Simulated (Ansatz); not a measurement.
# Si3SnSe4: the cost of one run

Program: Ansatz 0.2.0. Level of theory: DFT PBE, scalar-relativistic, plane waves, PAW. These are calculated values, not measurements.

## Step 1: The structure to begin with

Symmetry: Pm-3m, No. 221, cubic system. The conventional cell has a = 5.347 Å, b = 5.347 Å, c = 5.347 Å, α = 90.00°, β = 90.00°, γ = 90.00°. Around Si (site symmetry 4/mmm) lie 6 Se at 2.67 Å. Sn (site symmetry m-3m) has 6 Se at 2.67 Å as nearest neighbours. Se (site symmetry 4/mmm) is surrounded by 4 Si at 2.67 Å and 2 Sn at 2.67 Å. Se (site symmetry m-3m) is surrounded by 6 Si at 2.67 Å.

As a file:

```cif
data_structure
_symmetry_space_group_name_H-M 'Pm-3m'
_symmetry_Int_Tables_number 221
_cell_length_a 5.3474
_cell_length_b 5.3474
_cell_length_c 5.3474
_cell_angle_alpha 90.000
_cell_angle_beta 90.000
_cell_angle_gamma 90.000
_cell_volume 152.90
loop_
_atom_site_label
_atom_site_type_symbol
_atom_site_symmetry_multiplicity
_atom_site_Wyckoff_symbol
_atom_site_fract_x
_atom_site_fract_y
_atom_site_fract_z
_atom_site_occupancy
Si1 Si 3 d 0.50000 0.00000 0.00000 1
Sn1 Sn 1 b 0.50000 0.50000 0.50000 1
Se1 Se 3 c 0.00000 0.50000 0.50000 1
Se2 Se 1 a 0.00000 0.00000 0.00000 1
```

A structure generator made this guess: ordered mixture on the cation sites of rock salt (Pm-3m, No. 221). Lengths come from tabulated atomic sizes and are only a guess.

## Step 2: Probe: one point on a coarse mesh

Contents of input.yaml:

```yaml
crystal:
  lattice:
    - [5.34736131, 0.0, 0.0]
    - [0.0, 5.34736131, 0.0]
    - [0.0, 0.0, 5.34736131]
  atoms:
    - { symbol: Si, position: [0.5, 0.0, 0.0] }
    - { symbol: Si, position: [0.0, 0.5, 0.0] }
    - { symbol: Si, position: [0.0, 0.0, 0.5] }
    - { symbol: Sn, position: [0.5, 0.5, 0.5] }
    - { symbol: Se, position: [0.0, 0.5, 0.5] }
    - { symbol: Se, position: [0.5, 0.0, 0.5] }
    - { symbol: Se, position: [0.5, 0.5, 0.0] }
    - { symbol: Se, position: [0.0, 0.0, 0.0] }
basis:
  ecutwfc: 420
kpoints:
  mp_grid: { grid: [4, 4, 4] }
hamiltonian:
  xc: pbe
scf:
  occupations: { method: gaussian, width: 0.1 }
  lower_state_search: "off"
output:
  forces: true
  stress: true
  eigenvalues: true
```

Launch:

```console
$ ansatz run input.yaml --threads 1 --pin off --max-ram 2048MiB --backend cpu --events-out ev --progress --plain --runs-dir out
```

Q: Estimate wall time and peak memory on 1 thread of Arm Neoverse V1, shared host.

About 6 s, with a peak of 0.41 GiB.
